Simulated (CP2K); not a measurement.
**Si2NH5F (SMILES N[Si](F)[SiH3]): PM3**

Aim: the energy change on altering one bond length of Si2NH5F at PM3, from 2 runs. 

The results are computed with CP2K 2026.2.

4 further runs of the same task are left out: 2 that didn't finish, 2 set aside as unsound or not needed.

**1. The structure to begin with**

Si2NH5F has 9 atoms, charge 0, and is taken as a doublet. SMILES: `N[Si](F)[SiH3]`. The shape is that of a PBE0-D4/def2-TZVP optimisation. This is one conformer, not always the lowest.

Bond lengths: N1–Si2 1.703 Å, Si2–F3 1.616 Å, Si2–Si4 2.346 Å, N1–H5 1.006 Å, N1–H6 1.008 Å, Si4–H7 1.486 Å, Si4–H8 1.491 Å, Si4–H9 1.487 Å. Some angles: N1–Si2–F3 112.7°, N1–Si2–Si4 109.5°, F3–Si2–Si4 108.8°, Si2–N1–H5 122.8°, Si2–N1–H6 123.0°, Si2–Si4–H7 109.3°, Si2–Si4–H8 112.4°, Si2–Si4–H9 108.4°, H5–N1–H6 112.1°, H7–Si4–H8 108.9°.

**2. The energy at PM3**

File molecule.pdb:

```
HETATM    1 N    MOL A   1      -0.977   1.373  -0.684  1.00  0.00           N
HETATM    2 Si   MOL A   1      -0.848  -0.322  -0.578  1.00  0.00          SI
HETATM    3 F    MOL A   1      -0.496  -1.011  -1.997  1.00  0.00           F
HETATM    4 Si   MOL A   1       0.824  -0.883   0.969  1.00  0.00          SI
HETATM    5 H    MOL A   1      -1.742   1.834  -1.147  1.00  0.00           H
HETATM    6 H    MOL A   1      -0.198   1.993  -0.529  1.00  0.00           H
HETATM    7 H    MOL A   1       1.132  -2.332   0.856  1.00  0.00           H
HETATM    8 H    MOL A   1       2.078  -0.104   0.757  1.00  0.00           H
HETATM    9 H    MOL A   1       0.315  -0.595   2.336  1.00  0.00           H
END
```

File molecule.inp:

```
&GLOBAL
   PROJECT_NAME molecule
   RUN_TYPE ENERGY
   PRINT_LEVEL MEDIUM
&END GLOBAL

&FORCE_EVAL
   METHOD Quickstep
   &DFT
      CHARGE 0
      MULTIPLICITY 2
      SPIN_POLARIZED T
      &QS
         METHOD PM3
         EPS_DEFAULT 1.0E-10
         &SE
            &COULOMB
               CUTOFF [angstrom] 50
               RC_RANGE [angstrom] 0
            &END COULOMB
            &EXCHANGE
               CUTOFF [angstrom] 50
               RC_RANGE [angstrom] 0
            &END EXCHANGE
         &END SE
      &END QS
      &POISSON
         PERIODIC NONE
         POISSON_SOLVER ANALYTIC
      &END POISSON
      &SCF
         SCF_GUESS ATOMIC
         EPS_SCF 1.0E-07
         MAX_SCF 150
         ADDED_MOS 4
         &DIAGONALIZATION
            ALGORITHM STANDARD
         &END DIAGONALIZATION
         &MIXING
            METHOD DIRECT_P_MIXING
            ALPHA 0.4
         &END MIXING
      &END SCF
      &PRINT
         &MOMENTS
            PERIODIC F
            REFERENCE COM
            MAX_MOMENT 1
         &END MOMENTS
         &MO ON
            ENERGIES T
            OCCUPATION_NUMBERS T
            NDIGITS 6
            &EACH
               QS_SCF 0
            &END EACH
            ADD_LAST NUMERIC
         &END MO
         &HIRSHFELD OFF
         &END HIRSHFELD
      &END PRINT
   &END DFT
   &SUBSYS
      # box in angstrom
      &CELL
         ABC [angstrom] 15.8 16.3 16.3
         PERIODIC NONE
      &END CELL
      &TOPOLOGY
         COORD_FILE_NAME molecule.pdb
         COORD_FILE_FORMAT PDB
         CONN_FILE_FORMAT OFF
         &CENTER_COORDINATES
         &END CENTER_COORDINATES
      &END TOPOLOGY
   &END SUBSYS
&END FORCE_EVAL
```

Started as:

```
$ OMP_NUM_THREADS=1 cp2k.psmp -i molecule.inp > molecule.out 2>&1
```

Standard output:

```text
CP2K| version string:                                       CP2K version 2026.2
[...]
 GLOBAL| Method name                                                        CP2K
[...]
 GLOBAL| Run type                                                         ENERGY
[...]
                             - Atoms:                                          9
[...]
                             - Spherical basis functions:                     21
[...]
 Number of electrons:                                                         13
[...]
     1 P_Mix/Diag. 0.40E+00    0.0     0.42320108       -26.0768649652 -2.61E+01
[...]
    34 DIIS/Diag.  0.83E-07    0.0     0.00000010       -30.3411884034 -1.60E-13
  *** SCF run converged in    34 steps ***
  Core-core repulsion energy [eV]:                           1198.46370262257778
  Core Hamiltonian energy [eV]:                             -1346.85901678323262
  Two-electron integral energy [eV]:                        -1354.46082029515128
  Electronic energy [eV]:                                   -2024.08942693080826
  Total energy [eV]:                                         -825.62572430823059
  Atomic reference energy [eV]:                               822.49052042757603
  Heat of formation [kcal/mol]:                               -72.29952478086933
[...]
 SE_DIPOLE| Moment [Debye]          0.21213921      -1.61599314      -0.14783361
 SE_DIPOLE| Derivative [a.u.]       0.00000000       0.00000000       0.00000000
 ENERGY| Total FORCE_EVAL ( QS ) energy [hartree]            -30.341188403371291
[...]
```

Wall time 2.3 s (1 thread of AMD EPYC (Zen 3), shared host); peak memory 0.18 GiB.

**3. The distorted shape, same level**

File molecule.pdb:

```
HETATM    1 N    MOL A   1      -2.983   2.046  -2.540  1.00  0.00           N
HETATM    2 Si   MOL A   1      -2.854   0.350  -2.435  1.00  0.00          SI
HETATM    3 F    MOL A   1      -2.502  -0.338  -3.854  1.00  0.00           F
HETATM    4 Si   MOL A   1       0.824  -0.883   0.969  1.00  0.00          SI
HETATM    5 H    MOL A   1      -3.748   2.506  -3.004  1.00  0.00           H
HETATM    6 H    MOL A   1      -2.204   2.666  -2.385  1.00  0.00           H
HETATM    7 H    MOL A   1       1.132  -2.332   0.856  1.00  0.00           H
HETATM    8 H    MOL A   1       2.078  -0.104   0.757  1.00  0.00           H
HETATM    9 H    MOL A   1       0.315  -0.595   2.336  1.00  0.00           H
END
```

File run.inp:

```
&GLOBAL
    PROJECT run
    RUN_TYPE ENERGY
    PRINT_LEVEL MEDIUM
&END GLOBAL

&FORCE_EVAL
    METHOD Quickstep
    &DFT
        CHARGE 0
        MULTIPLICITY 2
        LSD T
        &QS
            METHOD PM3
            EPS_DEFAULT 1.0E-10
            &SE
                &COULOMB
                    CUTOFF [angstrom] 50
                    RC_RANGE [angstrom] 0
                &END COULOMB
                &EXCHANGE
                    CUTOFF [angstrom] 50
                    RC_RANGE [angstrom] 0
                &END EXCHANGE
            &END SE
        &END QS
        &POISSON
            PERIODIC NONE
            POISSON_SOLVER ANALYTIC
        &END POISSON
        &SCF
            SCF_GUESS ATOMIC
            EPS_SCF 1.0E-07
            MAX_SCF 40
            &OT ON
                MINIMIZER CG
                PRECONDITIONER FULL_SINGLE_INVERSE
            &END OT
            &OUTER_SCF
                EPS_SCF 1.0E-07
                MAX_SCF 10
            &END OUTER_SCF
        &END SCF
        # extra output
        &PRINT
            &MOMENTS
                PERIODIC F
                REFERENCE COM
                MAX_MOMENT 1
            &END MOMENTS
            &MO_CUBES
                NLUMO 3
                NHOMO -1
                WRITE_CUBE F
            &END MO_CUBES
            &HIRSHFELD OFF
            &END HIRSHFELD
        &END PRINT
    &END DFT
    &SUBSYS
        &CELL
            ABC [angstrom] 17.8 17 18.2
            PERIODIC NONE
        &END CELL
        &TOPOLOGY
            COORD_FILE_NAME molecule.pdb
            COORD_FILE_FORMAT PDB
            CONN_FILE_FORMAT OFF
            &CENTER_COORDINATES
            &END CENTER_COORDINATES
        &END TOPOLOGY
    &END SUBSYS
&END FORCE_EVAL
```

Started as:

```
$ OMP_NUM_THREADS=1 cp2k.psmp -i run.inp -o run.out
```

Standard output:

```text
CP2K| version string:                                       CP2K version 2026.2
[...]
 GLOBAL| Method name                                                        CP2K
[...]
 GLOBAL| Run type                                                         ENERGY
[...]
                             - Atoms:                                          9
[...]
                             - Spherical basis functions:                     21
[...]
 Number of electrons:                                                         13
[...]
     1 OT CG       0.80E-01    0.1     0.12798502       -26.9223316446 -2.69E+01
[...]
     1 OT CG       0.80E-01    0.1     0.00000009       -30.2614270652 -1.85E-12
  *** SCF run converged in     1 steps ***
  Core-core repulsion energy [eV]:                           1023.02179001793866
  Core Hamiltonian energy [eV]:                             -1347.59145466219388
  Two-electron integral energy [eV]:                         -997.77128654927265
  Electronic energy [eV]:                                   -1846.47709793683043
  Total energy [eV]:                                         -823.45530791889155
  Atomic reference energy [eV]:                               822.49052042757603
  Heat of formation [kcal/mol]:                               -22.24852985384620
[...]
 SE_DIPOLE| Moment [Debye]          0.06972051      -1.90033391       0.94990024
 SE_DIPOLE| Derivative [a.u.]       0.00000000       0.00000000       0.00000000
 *** WARNING in qs_scf_post_se.F:140 :: Printing of MO cube files not ***
 *** implemented for Semi-Empirical method.                           ***
 ENERGY| Total FORCE_EVAL ( QS ) energy [hartree]            -30.261427065220303
[...]
```

It took 7.2 s on 1 thread of AMD EPYC (Zen 3), shared host; peak memory 0.18 GiB.

**4. Outcome**

At PM3:

| quantity | value |
| --- | --- |
| first shape: total energy | -30.34119 Eh |
| first shape: dipole moment | 1.64 D |
| first shape: HOMO energy (highest over α and β) | -7.70 eV |
| first shape: LUMO energy (lowest over α and β) | -1.79 eV |
| first shape: heat of formation | -72.3 kcal/mol |
| distorted shape: total energy | -30.26143 Eh |
| distorted shape: dipole moment | 2.13 D |
| distorted shape: heat of formation | -22.2 kcal/mol |
| energy change with the Si2–Si4 bond stretched from 2.346 to 5.161 Å | 2.170 eV |

What this shows: With the Si2–Si4 bond stretched from 2.346 to 5.161 Å the energy rises by 2.17 eV (50 kcal/mol). The first shape isn't relaxed at this level, so the change isn't measured from a minimum.
